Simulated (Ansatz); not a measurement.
# H4O2SSn: the cost of one run

All numbers below are computed with Ansatz 0.2.0 (RKS PBE0/def2-SVP).

## (1) The system as given

Bond lengths: O1–Sn2 1.927 Å, Sn2–O3 1.957 Å, Sn2–S4 2.369 Å, O1–H5 1.027 Å, Sn2–H6 1.762 Å, O3–H7 0.972 Å, S4–H8 1.404 Å. Angles: O1–Sn2–O3 107.8°, O1–Sn2–S4 110.7°, O1–Sn2–H6 110.2°, O3–Sn2–S4 108.1°, O3–Sn2–H6 110.0°, S4–Sn2–H6 110.2°, Sn2–O1–H5 106.5°, Sn2–O3–H7 108.2°, Sn2–S4–H8 92.5°.

Coordinates:

```xyz
8

O    -0.8212    1.1999   -1.0697
Sn    0.1629    0.4081    0.3855
O     1.9683    0.0136   -0.2596
S    -0.8377   -1.6303    1.0598
H    -1.7938    1.2850   -0.7519
H     0.2411    1.5261    1.7454
H     1.9040   -0.6801   -0.9368
H    -0.7315   -2.1792   -0.2286
```

## (2) Relaxing end A

File input.yaml:

```yaml
crystal:
  periodic: [false, false, false]
  atoms:
    - { symbol: O, position_ang: [-0.8212, 1.1999, -1.0697] }
    - { symbol: Sn, position_ang: [0.1629, 0.4081, 0.3855] }
    - { symbol: O, position_ang: [1.9683, 0.0136, -0.2596] }
    - { symbol: S, position_ang: [-0.8377, -1.6303, 1.0598] }
    - { symbol: H, position_ang: [-1.7938, 1.285, -0.7519] }
    - { symbol: H, position_ang: [0.2411, 1.5261, 1.7454] }
    - { symbol: H, position_ang: [1.904, -0.6801, -0.9368] }
    - { symbol: H, position_ang: [-0.7315, -2.1792, -0.2286] }
basis:
  gaussian: { orbitals: def2-SVP }
hamiltonian:
  xc: pbe0
relax:
  f_tol: 0.02
  max_steps: 50
```

On the command line:

```console
$ ansatz run input.yaml --threads 2 --pin off --max-ram 3072MiB --backend cpu --events-out ev --progress --plain --runs-dir out
```

**Question.** How long does this run take on 2 threads of Arm Neoverse V1, shared host, and how much memory does it need?

About 95 s, with a peak of 0.22 GiB.
